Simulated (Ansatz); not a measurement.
# HSE06/STO-3G run of CH2FN (SMILES N=CF)

What is the electronic atomisation energy of CH2FN at HSE06/STO-3G? 

Program for the calculation: Ansatz 0.2.0.

## Step 1: Starting point

CH2FN has 5 atoms, charge 0, and is taken as a singlet. SMILES: `N=CF`. The shape is that of a PBE0-D4/def2-TZVP optimisation.

Bond lengths: N1–C2 1.242 Å, C2–F3 1.328 Å, N1–H4 1.016 Å, C2–H5 1.092 Å. Angles: N1–C2–F3 120.0°, N1–C2–H5 129.8°, F3–C2–H5 110.2°, C2–N1–H4 110.6°.

## Step 2: The energy at HSE06/STO-3G

Contents of in.yaml:

```yaml
basis:
  gaussian: {orbitals: STO-3G}
crystal:
  periodic: [false, false, false]
  atoms:
    - {symbol: "N", position_ang: [-0.719900, -0.454400, -0.439800]}
    - {symbol: C, position_ang: [0.296500, -0.034500, 0.137300]}
    - {symbol: F, position_ang: [1.242400, -0.884800, 0.520800]}
    - {symbol: H, position_ang: [-1.343900, 0.314100, -0.667300]}
    - {symbol: H, position_ang: [0.574800, 0.986000, 0.407600]}
hamiltonian: {xc: {name: HSE06}}
accuracy: high
```

Launch:

```bash
$ ansatz run in.yaml --threads 1 --pin off --max-ram 2610MiB --events-out events.jsonl --progress --plain --runs-dir runs
```

Log:

```text
Warning: RAYON_NUM_THREADS=1 ignored (pool sized by the plan → 1); use --threads N
Functional definition: HSE06
  name "HSE06"
  parameter a = 0.25
  parameter omega = 0.11/bohr
  exchange = pbe_x - a*pbe_x_sr(omega) + a*exact_x_sr(omega)
  correlation = pbe_c
298 factors; integrals over basis functions are off by at most 1.2e-8 eV
50 factors; integrals over basis functions are off by at most 4.1e-10 eV
mean field evaluation 1: about -5195.4092 eV, gradient 2.8e1 eV
mean field evaluation 2: about -5189.7977 eV, gradient 5.4e1 eV
mean field evaluation 4: about -5197.7454 eV, gradient 1.6e0 eV
mean field evaluation 8: about -5197.7364 eV, gradient 1.3e-2 eV
mean field evaluation 16: about -5197.7364 eV, gradient 9.1e-8 eV
mean field -5197.73637298 eV, -191.0132885548 hartree, gradient 1.2e-8 eV, S^2 0.000000; 0 other end points of the search recorded, 0 dependent functions left out
reference -5197.73637441 eV, -191.0132886073 hartree; 12, 12 occupied and 5, 5 virtual orbitals, 298 factors
Total energy: -5197.73637441 eV, -191.0132886073 hartree
```

It took 0.99 s on 1 thread of Arm Neoverse V2, shared host; peak memory 0.089 GiB.

## Step 3: The C atom, same level

Contents of input.yaml:

```yaml
crystal:
  periodic: [false, false, false]
  atoms:
    - {symbol: C, position_ang: [0.000000, 0.000000, 0.000000]}
basis:
  gaussian:
    orbitals: STO-3G
magnetization:
  spin_polarized: true
  initial_magnetization: 2
hamiltonian:
  xc: {name: HSE06}
accuracy: high
```

Run the same way, it converges to -37.30100 Eh (log not shown).

## Step 4: The F atom

Contents of molecule.yaml:

```yaml
basis:
  gaussian:
    orbitals: STO-3G
crystal:
  periodic: [false, false, false]
  atoms:
    - {symbol: F, position_ang: [0.000000, 0.000000, 0.000000]}
magnetization:
  spin_polarized: true
  initial_magnetization: 1
hamiltonian:
  xc: {name: HSE06}
accuracy: high
```

Run the same way, it converges to -98.19947 Eh (log not shown).

## Step 5: The H atom, same level

Contents of input.yaml:

```yaml
crystal:
  periodic: [false, false, false]
  atoms:
    - symbol: H
      position_ang: [0.000000, 0.000000, 0.000000]
basis:
  gaussian:
    orbitals: STO-3G
magnetization:
  spin_polarized: true
  initial_magnetization: 1
hamiltonian:
  xc: hse06
accuracy: high
```

Launch:

```bash
$ ansatz run input.yaml --threads 1 --pin off --max-ram 2610MiB --events-out events.jsonl --progress --plain --runs-dir runs
```

Log:

```text
Warning: RAYON_NUM_THREADS=1 ignored (pool sized by the plan → 1); use --threads N
Functional definition: HSE06
  name "HSE06"
  parameter a = 0.25
  parameter omega = 0.11/bohr
  exchange = pbe_x - a*pbe_x_sr(omega) + a*exact_x_sr(omega)
  correlation = pbe_c
1 factors; integrals over basis functions are off by at most 4.6e-10 eV
1 factors; integrals over basis functions are off by at most 1.8e-10 eV
mean field evaluation 1: about -12.6861 eV, gradient 0.0e0 eV
mean field evaluation 2: about -12.6860 eV, gradient 0.0e0 eV
mean field -12.68600353 eV, -0.4662020310 hartree, gradient 0.0e0 eV, S^2 0.750000; 0 other end points of the search recorded, 0 dependent functions left out
reference -12.68600463 eV, -0.4662020713 hartree; 1, 0 occupied and 0, 1 virtual orbitals, 1 factors
Total energy: -12.68600463 eV, -0.4662020713 hartree
```

Wall time 0.12 s (1 thread of Arm Neoverse V2, shared host).

## Step 6: The N atom

Contents of job.yaml:

```yaml
crystal:
  periodic: [false, false, false]
  atoms:
    - {symbol: N, position_ang: [0.000000, 0.000000, 0.000000]}
basis:
  gaussian: {orbitals: STO-3G}
accuracy: high
hamiltonian: {xc: {name: HSE06}}
magnetization: {spin_polarized: true, initial_magnetization: 3}
```

Run the same way, it converges to -53.83615 Eh (log not shown).

## Step 7: Summary of results

Level: HSE06/STO-3G.

| quantity | value |
| --- | --- |
| molecule: total energy | -191.01329 Eh |
| C atom: total energy | -37.30100 Eh |
| C atom: ⟨S²⟩ | 2.000 |
| F atom: total energy | -98.19947 Eh |
| F atom: ⟨S²⟩ | 0.750 |
| H atom: total energy | -0.46620 Eh |
| H atom: ⟨S²⟩ | 0.750 |
| N atom: total energy | -53.83615 Eh |
| N atom: ⟨S²⟩ | 3.750 |
| electronic atomisation energy | 20.252 eV |

Taking the molecule apart into free atoms costs 20.25 eV (467 kcal/mol), before zero-point energy and without spin-orbit coupling. In a minimal basis such a difference can be off by several eV, whatever the method.
